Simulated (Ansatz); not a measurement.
# C₅H₆N₂: small, medium and large basis sets

The task here is to estimate one member of a computed series from the others.

Program: Ansatz 0.2.0, Gaussian basis. Level of theory: one geometry, several basis sets. These are calculated values, not measurements.

The runs, in order: PBE0-D4/def2-SVP; ωB97M-V/def2-SVP; PBE0-D4/def2-QZVPP; ωB97M-V/def2-QZVPP; the functionals' def2-TZVPP values are taken from earlier runs.

**The relaxed structure**

An earlier PBE0-D4 in a triple-zeta def2 set relaxation fixed the geometry.

SMILES `CC(C)(C#N)C#N`, 13 atoms, charge 0, spin multiplicity 1.

Atoms are counted from 1 here; the program's logs count them from 0.

Bond lengths: C1–C2 1.538 Å, C1–H8 1.090 Å, C1–H9 1.090 Å, C1–H10 1.089 Å, C2–C3 1.538 Å, C2–C4 1.468 Å, C2–C6 1.468 Å, C3–H11 1.090 Å, C3–H12 1.090 Å, C3–H13 1.089 Å, C4–N5 1.149 Å, C6–N7 1.149 Å. Angles: C2–C1–H8 109.3°, C2–C1–H9 109.3°, C2–C1–H10 111.0°, H8–C1–H9 109.2°, H8–C1–H10 109.0°, H9–C1–H10 109.0°, C1–C2–C3 111.2°, C1–C2–C4 109.2°, C1–C2–C6 109.2°, C3–C2–C4 109.2°, C3–C2–C6 109.2°, C4–C2–C6 108.7°, C2–C3–H11 109.3°, C2–C3–H12 109.3°, C2–C3–H13 111.0°, H11–C3–H12 109.2°, H11–C3–H13 109.0°, H12–C3–H13 109.0° and more.

Set-up of the first run:

File in.yaml:

```yaml
crystal:
  periodic: [false, false, false]
  atoms:
    - {symbol: C, position_ang: [-0.885080, 0.042418, 1.085808]}
    - {symbol: C, position_ang: [0.010409, 0.228277, -0.150505]}
    - {symbol: C, position_ang: [0.839760, -1.036070, -0.430711]}
    - {symbol: C, position_ang: [-0.830950, 0.523414, -1.317334]}
    - {symbol: N, position_ang: [-1.510398, 0.711608, -2.223973]}
    - {symbol: C, position_ang: [0.916907, 1.361430, 0.074674]}
    - {symbol: N, position_ang: [1.644290, 2.224122, 0.288536]}
    - {symbol: H, position_ang: [-1.562746, -0.794784, 0.916556]}
    - {symbol: H, position_ang: [-0.260422, -0.170530, 1.953702]}
    - {symbol: H, position_ang: [-1.471015, 0.939643, 1.281518]}
    - {symbol: H, position_ang: [0.167067, -1.876408, -0.604212]}
    - {symbol: H, position_ang: [1.469376, -1.251992, 0.432855]}
    - {symbol: H, position_ang: [1.472791, -0.901128, -1.306895]}
basis:
  gaussian: {orbitals: def2-SVP}
hamiltonian: {xc: pbe0, dispersion: d4}
output: {orbitals: {seedname: orbitals}}
```

Run with:

```console
> ansatz run in.yaml --threads 2 --pin off --events-out ev --progress --plain --max-ram 20480MiB --backend cpu
```

Steps of the session up to this table: PBE0-D4 in def2-SVP; ωB97M-V in def2-SVP; PBE0-D4 in def2-QZVPP; ωB97M-V in def2-QZVPP.

One of the session's tables, all rows but one given; the rest of the session is left out.

It belongs to the step «Density functionals: the series». 

| functional | basis | HOMO (eV) | LUMO (eV) |
| --- | --- | --- | --- |
| PBE0-D4 | def2-SVP | -9.74 | -0.18 |
| PBE0-D4 | def2-TZVPP | -9.81 | -0.40 |
| PBE0-D4 | def2-QZVPP | -9.82 | -0.47 |
| ωB97M-V | def2-SVP | -12.02 | 2.05 |
| ωB97M-V | def2-TZVPP | ? | ? |
| ωB97M-V | def2-QZVPP | -12.12 | 1.07 |

**Question.** Estimate the row for ωB97M-V, def2-TZVPP.

As computed: HOMO (eV): -12.11; LUMO (eV): 1.57. In the column «HOMO (eV)» it lies between ωB97M-V, def2-QZVPP (-12.12) and ωB97M-V, def2-SVP (-12.02).
